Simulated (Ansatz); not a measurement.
# H4NO2Sc: the cost of one run

Computed with Ansatz 0.2.0, Gaussian basis. Level: the settings change from run to run.

## Step 1: The geometry

The geometry comes from an earlier relaxation with PBE0-D4 in a triple-zeta def2 set; it is a stationary point, not always the lowest conformer.

SMILES `[NH2][Sc]([OH])[OH]`, 8 atoms, charge 0, spin multiplicity 1.

Atoms are counted from 1 here; the program's logs count them from 0.

Bond lengths: N1–Sc2 1.986 Å, N1–H5 1.012 Å, N1–H6 1.012 Å, Sc2–O3 1.875 Å, Sc2–O4 1.875 Å, O3–H7 0.952 Å, O4–H8 0.952 Å. Angles: Sc2–N1–H5 126.2°, Sc2–N1–H6 126.2°, H5–N1–H6 107.6°, N1–Sc2–O3 116.3°, N1–Sc2–O4 116.3°, O3–Sc2–O4 127.3°, Sc2–O3–H7 169.0°, Sc2–O4–H8 169.1°.

As a file:

```xyz
8
H4NO2Sc
N    -0.73799    1.41087   -0.44018
Sc    0.14946   -0.28569    0.08881
O     1.99801   -0.38458   -0.20685
O    -0.95602   -1.60704    0.82783
H    -0.28759    2.21858   -0.85081
H    -1.72272    1.62454   -0.34783
H     2.92129   -0.60198   -0.28586
H    -1.36444   -2.37472    1.21488
```

## Step 2: RPA/def2-TZVPD

Options: finite nuclei, correlated electrons set to all, the search for lower states set to light.

in.yaml

```yaml
crystal:
  periodic: [false, false, false]
  atoms:
    - {symbol: N, position_ang: [-0.737988, 1.410868, -0.440180]}
    - {symbol: Sc, position_ang: [0.149461, -0.285688, 0.088807]}
    - {symbol: O, position_ang: [1.998007, -0.384584, -0.206852]}
    - {symbol: O, position_ang: [-0.956018, -1.607039, 0.827832]}
    - {symbol: H, position_ang: [-0.287588, 2.218582, -0.850809]}
    - {symbol: H, position_ang: [-1.722722, 1.624543, -0.347831]}
    - {symbol: H, position_ang: [2.921291, -0.601975, -0.285857]}
    - {symbol: H, position_ang: [-1.364443, -2.374717, 1.214881]}
basis:
  gaussian: {orbitals: def2-TZVPD, nuclear_model: gaussian}
hamiltonian: {xc: {name: HF}}
correlation: {method: rpa, electrons: all}
scf: {lower_state_search: light}
```

Run with:

```
> ansatz run in.yaml --threads 4 --pin off --events-out ev --progress --plain --max-ram 10444MiB
```

Q: Estimate wall time and peak memory on 4 threads of Arm Neoverse V2, shared host.

About 4 s, with a peak of 0.52 GiB.
